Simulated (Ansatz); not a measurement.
# CrO2: the cost of one run

Computed with Ansatz 0.2.0 (DFT PBE, scalar-relativistic, plane waves, PAW, unless a step's input says otherwise).

### 1 The starting structure

It takes space group P4_2/mnm (No. 136, tetragonal). Conventional cell: a = 4.444 Å, b = 4.444 Å, c = 2.922 Å, α = 90.00°, β = 90.00°, γ = 90.00°. Cr (site symmetry mmm) has 6 O at 1.91 Å as nearest neighbours. O (site symmetry m2m) is surrounded by 3 Cr at 1.91 Å.

Coordinates:

```xyz
6
Lattice="4.4439 0.0000 0.0000 0.0000 4.4439 0.0000 0.0000 0.0000 2.9217" Properties=species:S:1:pos:R:3 pbc="T T T"
Cr    0.0000    0.0000    0.0000
Cr    2.2220    2.2220    1.4609
O     1.3494    1.3494    0.0000
O     0.8725    3.5714    1.4609
O     3.0945    3.0945    0.0000
O     3.5714    0.8725    1.4609
```

This cell comes from an earlier session at PBE: 9.617 Å³/atom at 0.01 GPa, on a 6×6×10 mesh.

### 2 Antiferromagnetic, in the cell as typed

The input, input.yaml:

```yaml
crystal:
  lattice:
    - [4.4439090576, 0.0, 0.0]
    - [0.0, 4.4439090576, 0.0]
    - [0.0, 0.0, 2.9217460561]
  atoms:
    - { symbol: Cr, position: [0.0, 0.0, 0.0], spin: 2.0 }
    - { symbol: Cr, position: [0.5, 0.5, 0.5], spin: -2.0 }
    - { symbol: O, position: [0.3036626104, 0.3036626104, 0.0] }
    - { symbol: O, position: [0.1963373896, 0.8036626104, 0.5] }
    - { symbol: O, position: [0.6963373896, 0.6963373896, 0.0] }
    - { symbol: O, position: [0.8036626104, 0.1963373896, 0.5] }
basis:
  ecutwfc: 420
  ecutrho_ratio: 4
kpoints:
  mp_grid: { grid: [6, 6, 10] }
hamiltonian:
  xc: pbe
scf:
  occupations: { method: gaussian, width: 0.05 }
  lower_state_search: "off"
output:
  forces: true
  stress: true
  eigenvalues: true
  populations: true
magnetization:
  spin_polarized: true
```

Launch:

```bash
ansatz run input.yaml --threads 4 --pin off --max-ram 10240MiB --backend cpu --events-out ev --progress --plain --runs-dir out
```

**Question.** How long does this run take on 4 threads of Arm Neoverse N1, shared host, and how much memory does it need?

About 15 s, with a peak of 0.52 GiB.
